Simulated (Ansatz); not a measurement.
# AsBH3: the cost of one run

Program: Ansatz 0.2.0. Level of theory: UKS PBE0-D4/def2-SVP. These are calculated values, not measurements.

1 further run of the same task is left out (it didn't finish).

### Step 1. Starting point

Bond lengths: B1–As2 1.958 Å, B1–H3 1.172 Å, B1–H4 1.175 Å, As2–H5 1.517 Å. Angles: B1–As2–H5 96.7°, As2–B1–H3 123.4°, As2–B1–H4 119.0°, H3–B1–H4 117.5°.

Coordinates:

```xyz
5

B    -0.0977   -0.6333    0.0748
As    1.0238    0.9306   -0.2875
H    -1.2450   -0.5659    0.3034
H     0.3930   -1.7004    0.0681
H    -0.0741    1.9690   -0.1588
```

### Step 2. End point A

input.yaml reads:

```yaml
crystal:
  periodic: [false, false, false]
  atoms:
    - { symbol: B, position_ang: [-0.09766, -0.6333, 0.0748] }
    - { symbol: As, position_ang: [1.02385, 0.9306, -0.28749] }
    - { symbol: H, position_ang: [-1.24502, -0.56591, 0.30345] }
    - { symbol: H, position_ang: [0.39296, -1.70043, 0.06806] }
    - { symbol: H, position_ang: [-0.07412, 1.96903, -0.15882] }
magnetization:
  spin_polarized: true
  initial_magnetization: 1
basis:
  gaussian: { orbitals: def2-SVP }
hamiltonian:
  xc: pbe0
  dispersion: d4
relax:
  f_tol: 0.02
  max_steps: 50
```

Launch:

```bash
$ ansatz run input.yaml --threads 1 --pin off --max-ram 2048MiB --backend cpu --events-out ev --progress --plain --runs-dir out
```

Q: Estimate wall time and peak memory on 1 thread of AMD EPYC 7R43 (Zen 3), shared host.

About 75 s, with a peak of 0.16 GiB.
